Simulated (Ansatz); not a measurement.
**C2H5FGeSi: one species, many methods**

Aim: compute C2H5FGeSi with functionals from several rungs and with coupled cluster, and see how far each lands from CCSD(T) at the basis-set limit for the atomisation energy.

Method: functionals in def2-TZVPP, the program's frozen cores in correlated methods; program: Ansatz 0.2.0, Gaussian basis.

Levels to be run: LDA (SPW92), PBE-D4, revPBE-D4, BLYP-D4, r2SCAN-D4, B97M-V, PBE0-D4, B3LYP-D4, r2SCANh-D4, r2SCAN0-D4, HSE06-D4, BHLYP-D4, CAM-B3LYP-D4, LC-ωPBE, ωB97X-V, ωB97M-V, B2PLYP, PBE-QIDH; CCSD(T)/def2-SVP; CCSD(T)/def2-TZVPP; MP2/def2-QZVPP; extrapolation to the limit; RPA on PBE.

### Step 1. Structure used throughout

All runs share one geometry, relaxed beforehand with PBE0-D4 in a triple-zeta def2 set.

SMILES `F[SiH2]C#[C][GeH3]`, 10 atoms, charge 0, spin multiplicity 1.

Atoms are counted from 1 here; the program's logs count them from 0.

Bond lengths: F1–Si2 1.596 Å, Si2–C3 1.816 Å, Si2–H6 1.479 Å, Si2–H7 1.479 Å, C3–C4 1.214 Å, C4–Ge5 1.905 Å, Ge5–H8 1.532 Å, Ge5–H9 1.532 Å, Ge5–H10 1.532 Å. Angles: F1–Si2–C3 109.3°, F1–Si2–H6 108.1°, F1–Si2–H7 108.1°, C3–Si2–H6 109.9°, C3–Si2–H7 109.9°, H6–Si2–H7 111.6°, Si2–C3–C4 178.7°, C3–C4–Ge5 179.6°, C4–Ge5–H8 108.2°, C4–Ge5–H9 108.3°, C4–Ge5–H10 108.4°, H8–Ge5–H9 110.6°, H8–Ge5–H10 110.6°, H9–Ge5–H10 110.7°.

### Step 2. LDA

This LDA is Slater exchange with PW92 correlation.

The input, in.yaml:

```yaml
crystal:
  periodic: [false, false, false]
  atoms:
    - {symbol: F, position_ang: [-1.240040, 2.273155, -2.099778]}
    - {symbol: Si, position_ang: [-0.177285, 1.085324, -2.184637]}
    - {symbol: C, position_ang: [-0.044579, 0.281928, -0.561336]}
    - {symbol: C, position_ang: [0.063488, -0.272604, 0.512684]}
    - {symbol: Ge, position_ang: [0.222120, -1.134777, 2.203988]}
    - {symbol: H, position_ang: [-0.656100, 0.111810, -3.189825]}
    - {symbol: H, position_ang: [1.128744, 1.664279, -2.567394]}
    - {symbol: H, position_ang: [0.783519, -2.541475, 1.972325]}
    - {symbol: H, position_ang: [-1.170260, -1.206623, 2.838317]}
    - {symbol: H, position_ang: [1.173494, -0.312116, 3.078656]}
basis:
  gaussian: {orbitals: def2-TZVPP}
hamiltonian: {xc: lda}
output: {orbitals: {seedname: orbitals}}
```

On the command line:

```sh
$ ansatz run in.yaml --threads 2 --pin off --events-out ev --progress --plain --max-ram 32768MiB --backend cpu
```

The runs that follow: PBE-D4 (GGA); revPBE-D4 (GGA); BLYP-D4 (GGA); r2SCAN-D4 (meta-GGA); B97M-V (meta-GGA); PBE0-D4 (hybrid); B3LYP-D4 (hybrid); r2SCANh-D4 (hybrid); r2SCAN0-D4 (hybrid); HSE06-D4 (hybrid); BHLYP-D4 (hybrid); CAM-B3LYP-D4 (range-separated); LC-ωPBE (range-separated); ωB97X-V (range-separated); ωB97M-V (range-separated); B2PLYP (double hybrid); PBE-QIDH (double hybrid); CCSD(T) in def2-SVP; CCSD(T) in def2-TZVPP; MP2 in def2-QZVPP; RPA on PBE orbitals.

**Question.** What will the summary of the whole plan be? Wanted: atomisation energy, CCSD(T)/CBS; farthest beyond LDA; mean size of error, GGA; mean size of error, meta-GGA; mean size of error, hybrid; mean size of error, range-separated; mean size of error, double hybrid; gap, smallest and largest; T1 diagnostic.

As calculated:

```
                               quantity                                                                value
        atomisation energy, CCSD(T)/CBS                                                            37.768 eV
    functionals within 0.378 eV (1.0 %)  PBE-D4, r2SCAN-D4, B97M-V, B3LYP-D4, CAM-B3LYP-D4, ωB97X-V, ωB97M-V
                    farthest beyond LDA                                                 BHLYP-D4 (-1.280 eV)
                mean size of error, GGA                                                             0.447 eV
           mean size of error, meta-GGA                                                             0.098 eV
             mean size of error, hybrid                                                             0.608 eV
    mean size of error, range-separated                                                             0.229 eV
      mean size of error, double hybrid                                                             0.440 eV
              gap, smallest and largest                            5.05 eV (LDA (SPW92)), 12.18 eV (LC-ωPBE)
                          T1 diagnostic                                                               0.0124
triples share of the correlation energy                                                                3.9 %
```

**Reading.** LDA overbinds by 4.779 eV (13 %). PBE-D4 misses by +0.149 eV. Double hybrids carry the basis error of their MP2 part in triple zeta, and no dispersion term here, so their miss is partly the set-up's. The rungs meta-GGA, range-separated miss on average by less than the doubt on the reference (0.378 eV), so they tie. Misses under about 0.378 eV are within the doubt on the reference itself, which lacks core-valence correlation, relativity and higher excitations, and its outer-core shells are covered unevenly. Hartree-Fock recovers 74 % of the binding; the rest is correlation. CCSD(T) in def2-SVP is off by -2.398 eV, which most functionals beat. The gap grows from 5.0 to 12.2 eV across the functionals, mostly with the share of exact exchange. Correlated methods include outer-core shells of Ge, which these sets cover unevenly.
